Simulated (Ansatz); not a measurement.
# CH2AlFO2S: the cost of one run

Program: Ansatz 0.2.0. Level of theory: RKS BLYP-D4/def2-SVP. These are calculated values, not measurements.

### Step 1. Starting point

Bond lengths: O1–C2 1.423 Å, C2–S3 1.614 Å, C2–Al4 1.929 Å, Al4–O5 1.818 Å, Al4–F6 1.866 Å, O1–H7 1.026 Å, O5–H8 0.960 Å. Angles: O1–C2–S3 117.9°, O1–C2–Al4 125.0°, S3–C2–Al4 117.1°, C2–O1–H7 115.8°, C2–Al4–O5 123.2°, C2–Al4–F6 119.1°, O5–Al4–F6 117.5°, Al4–O5–H8 107.5°.

Coordinates:

```xyz
8

O     0.6108   -1.8500    1.1248
C     0.7970   -0.7617    0.2278
S     2.1648   -0.7135   -0.6281
Al   -0.4509    0.6873   -0.0289
O    -0.1809    2.0358   -1.2184
F    -2.0753    0.6585    0.8890
H    -0.2705   -1.8506    1.6502
H    -0.5028    1.7371   -2.0721
```

### Step 2. End point A

input.yaml reads:

```yaml
crystal:
  periodic: [false, false, false]
  atoms:
    - { symbol: O, position_ang: [0.6108, -1.85, 1.1248] }
    - { symbol: C, position_ang: [0.797, -0.7617, 0.2278] }
    - { symbol: S, position_ang: [2.1648, -0.7135, -0.6281] }
    - { symbol: Al, position_ang: [-0.4509, 0.6873, -0.0289] }
    - { symbol: O, position_ang: [-0.1809, 2.0358, -1.2184] }
    - { symbol: F, position_ang: [-2.0753, 0.6585, 0.889] }
    - { symbol: H, position_ang: [-0.2705, -1.8506, 1.6502] }
    - { symbol: H, position_ang: [-0.5028, 1.7371, -2.0721] }
basis:
  gaussian: { orbitals: def2-SVP }
hamiltonian:
  xc: blyp
  dispersion: d4
relax:
  f_tol: 0.015
  max_steps: 40
```

Launch:

```sh
$ ansatz run input.yaml --threads 2 --pin off --max-ram 3072MiB --backend cpu --events-out ev --progress --plain --runs-dir out
```

**Question.** How long does this run take on 2 threads of Arm Neoverse V2, shared host, and how much memory does it need?

About 35 s, with a peak of 0.18 GiB.
